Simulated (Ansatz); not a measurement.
ScZn3, space group Fm-3m, a test of the smearing width

Program: Ansatz 0.2.0 through its Python package.

Interactive session:
```pycon
>>> import csv
>>> import ansatz as az
>>> from pymatgen.core import Lattice, Structure
>>> from pymatgen.io.ase import AseAtomsAdaptor
>>> pmg_structure = Structure(
...     Lattice([(0.0, 3.15639, 3.15639), (3.15639, 0.0, 3.15639), (3.15639, 3.15639, 0.0)]),
...     ["Sc", "Zn", "Zn", "Zn"],
...     [
...         (0.0, 0.0, 0.0),
...         (0.25, 0.25, 0.25),
...         (0.75, 0.75, 0.75),
...         (0.5, 0.5, 0.5),
...     ],
... )
>>> crystal = az.Crystal.from_ase(AseAtomsAdaptor.get_atoms(pmg_structure))
>>> crystal.resolved().tree()["lattice"]
((0.0, 3.15639, 3.15639), (3.15639, 0.0, 3.15639), (3.15639, 3.15639, 0.0))
>>> base = (
...     crystal.calculation()
...     .basis(470)
...     .scf(tolerance=1e-09)
...     .kpoints(6)
...     .functional(az.Functional.LDA)
...     .forces()
...     .stress()
... )
>>> rows = []
>>> for value in [0.25, 0.15, 0.1, 0.05, 0.025]:
...     summary = base.occupations("fermi_dirac", width=value).run(threads=1).report
...     rows.append((value, summary["free_energy_ev"] / len(summary["lattice"]["sites"]), summary["n_iterations"], sum(summary["stress_gpa"][i][i] for i in range(3)) / 3, max(abs(f) for row in summary["forces_ev_ang"] for f in row), summary["n_kpoints"]))
...
DeckWarning: output.stress: scf.convergence.dr2_threshold = 1e-9 eV is looser than the 4e-10 eV advised for a printed stress (1e-10 eV for each atom of the cell: 4). What an SCF threshold leaves in a stress goes as its square root, and in the free energy as [...]
>>> with open("smear.csv", "w", newline="") as handle:
...     writer = csv.writer(handle)
...     writer.writerow(["width (eV)", "F/atom (eV)", "iterations", "P (GPa)", "max component (eV/A)", "k-points"])
...     writer.writerows([round(v, 5) if isinstance(v, float) else v for v in row] for row in rows)
...
73
>>> # differences from the last row
>>> for row in rows[:-1]:
...     shift = 1000 * (row[1] - rows[-1][1])
...     print(f"{row[0]}: {shift:+.2f} meV/atom" + ("  (within 1 meV)" if abs(shift) < 1 else ""))
...
0.25: -36.92 meV/atom
0.15: -14.42 meV/atom
0.1: -6.89 meV/atom
0.05: -1.64 meV/atom
```

It writes `smear.csv`:
```csv
width (eV),F/atom (eV),iterations,P (GPa),max component (eV/A),k-points
0.25,-2957.29497,9,-5.71794,0.0,16
0.15,-2957.27247,9,-6.00767,0.0,16
0.1,-2957.26493,10,-6.10947,0.0,16
0.05,-2957.25969,9,-6.21779,0.0,16
0.025,-2957.25805,8,-6.22897,0.0,16
```

Going from 0.025 to 0.25 eV changes F by -36.9 meV an atom. With this scheme F falls roughly as the square of the width; the report's estimate for zero width (energy_sigma0_ev) moves by only -2.0 meV. The pressure moves from -6.23 to -5.72 GPa.

What to keep in mind:
- For a metal this k-point mesh is coarse: on a finer one energies can move by several to tens of meV an atom and pressures by half a GPa or more, differences at one mesh by less.
- The smearing is wide enough that free energy and stress hold a thermal part of the electrons.
- Forces vanish by symmetry here and test nothing.
- The narrowest width needs the finest mesh, so the last row is no converged reference.
- Pressure is positive in compression.
- At these settings the cell as given stands under about -6 GPa, so it isn't at this functional's equilibrium volume.
- The structure comes from a database of computed cells and needn't be a stable or known phase.
- Warnings are shown shortened and without file and line.
- It ran for 14 s on 1 thread of Arm Neoverse V1, with other jobs on the host, peak memory 0.47 GiB.
